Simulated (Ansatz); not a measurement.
**C₃H₁₀BN: up Jacob's ladder to CCSD(T)**

One table from this session's results is given with a row withheld; the runs are named, their logs left out.

Method: functionals in def2-TZVPP, the program's frozen cores in correlated methods; program: Ansatz 0.2.0, Gaussian basis.

The runs, in order: PBE-D4, r2SCAN-D4, PBE0-D4, B3LYP-D4, ωB97X-V, ωB97M-V, B2PLYP; CCSD(T)/def2-TZVPP; MP2/def2-QZVPP; extrapolation to the limit.

## The geometry

An earlier PBE0-D4 in a triple-zeta def2 set relaxation fixed the geometry.

SMILES `BCC(C)N`, 15 atoms, charge 0, spin multiplicity 1.

Atoms are counted from 1 here; the program's logs count them from 0.

Bond lengths: B1–C2 1.547 Å, B1–H6 1.200 Å, B1–H7 1.198 Å, C2–C3 1.520 Å, C2–H8 1.099 Å, C2–H9 1.107 Å, C3–C4 1.525 Å, C3–N5 1.459 Å, C3–H10 1.097 Å, C4–H11 1.093 Å, C4–H12 1.095 Å, C4–H13 1.094 Å, N5–H14 1.014 Å, N5–H15 1.015 Å. Angles: C2–B1–H6 121.4°, C2–B1–H7 120.2°, H6–B1–H7 118.3°, B1–C2–C3 118.6°, B1–C2–H8 111.6°, B1–C2–H9 102.4°, C3–C2–H8 110.8°, C3–C2–H9 108.7°, H8–C2–H9 103.3°, C2–C3–C4 110.8°, C2–C3–N5 109.4°, C2–C3–H10 107.8°, C4–C3–N5 113.9°, C4–C3–H10 108.1°, N5–C3–H10 106.6°, C3–C4–H11 111.1°, C3–C4–H12 110.4°, C3–C4–H13 111.5° and more.

Geometry (Å):

```xyz
15
charge 0, multiplicity 1
B    -1.09814    1.12781    1.45589
C    -0.94183    0.51901    0.04273
C     0.44694    0.11346   -0.42418
C     0.95616   -1.08439    0.36984
N     0.43039   -0.09672   -1.86795
H    -0.15017    1.53313    2.07030
H    -2.18716    1.26334    1.93685
H    -1.66419   -0.29119   -0.13182
H    -1.31076    1.33474   -0.60888
H     1.12214    0.95759   -0.23811
H     1.95723   -1.37683    0.04195
H     0.29195   -1.94436    0.23265
H     1.00652   -0.86412    1.44058
H     1.34086   -0.40296   -2.19181
H    -0.22185   -0.83931   -2.09863
```

The first run:

in.yaml

```yaml
crystal:
  periodic: [false, false, false]
  atoms:
    - {symbol: B, position_ang: [-1.098140, 1.127808, 1.455886]}
    - {symbol: C, position_ang: [-0.941826, 0.519007, 0.042729]}
    - {symbol: C, position_ang: [0.446945, 0.113464, -0.424182]}
    - {symbol: C, position_ang: [0.956164, -1.084387, 0.369841]}
    - {symbol: N, position_ang: [0.430390, -0.096721, -1.867951]}
    - {symbol: H, position_ang: [-0.150174, 1.533127, 2.070296]}
    - {symbol: H, position_ang: [-2.187156, 1.263335, 1.936851]}
    - {symbol: H, position_ang: [-1.664193, -0.291190, -0.131819]}
    - {symbol: H, position_ang: [-1.310762, 1.334744, -0.608882]}
    - {symbol: H, position_ang: [1.122137, 0.957593, -0.238108]}
    - {symbol: H, position_ang: [1.957230, -1.376828, 0.041948]}
    - {symbol: H, position_ang: [0.291954, -1.944359, 0.232653]}
    - {symbol: H, position_ang: [1.006516, -0.864122, 1.440581]}
    - {symbol: H, position_ang: [1.340864, -0.402959, -2.191813]}
    - {symbol: H, position_ang: [-0.221847, -0.839314, -2.098630]}
basis:
  gaussian: {orbitals: def2-TZVPP}
hamiltonian: {xc: pbe, dispersion: d4}
output: {forces: true, orbitals: {seedname: orbitals}}
```

Started as:

```
> ansatz run in.yaml --threads 4 --pin off --events-out ev --progress --plain --max-ram 10444MiB
```

Steps of the session up to this table: PBE-D4 (GGA); r2SCAN-D4 (meta-GGA); PBE0-D4 (hybrid); B3LYP-D4 (hybrid); ωB97X-V (range-separated); ωB97M-V (range-separated); B2PLYP (double hybrid); CCSD(T) in def2-TZVPP; MP2 in def2-QZVPP.

One table of the session follows, with a row left open; its other results are not shown here.

```
            method  atoms, summed (eV)  atomisation energy (kJ/mol)
            PBE-D4           -5374.964                       5729.5
         r2SCAN-D4           -5380.121                       5636.3
           PBE0-D4           -5376.659                       5662.1
          B3LYP-D4           -5384.259                       5651.2
           ωB97X-V           -5381.998                       5645.2
           ωB97M-V           -5380.304                       5654.3
            B2PLYP           -5378.929                       5583.4
     HF/def2-TZVPP           -5360.932                       4203.8
    MP2/def2-TZVPP           -5370.094                       5541.4
   CCSD/def2-TZVPP                   ?                            ?
CCSD(T)/def2-TZVPP           -5373.025                       5493.0
           MP2/CBS           -5371.664                       5668.5
       CCSD(T)/CBS           -5374.595                       5620.1
```

**Question.** Estimate the row for CCSD/def2-TZVPP.

The run gave: atoms, summed (eV): -5372.762; atomisation energy (kJ/mol): 5428.2. In the column «atoms, summed (eV)» it lies between CCSD(T)/def2-TZVPP (-5373.025) and MP2/CBS (-5371.664).

Limits of these values: Free atoms (1 B, 3 C, 1 N, 10 H) were run apart at each level; the atomisation energy is their sum less the molecule, without zero-point or spin-orbit terms.
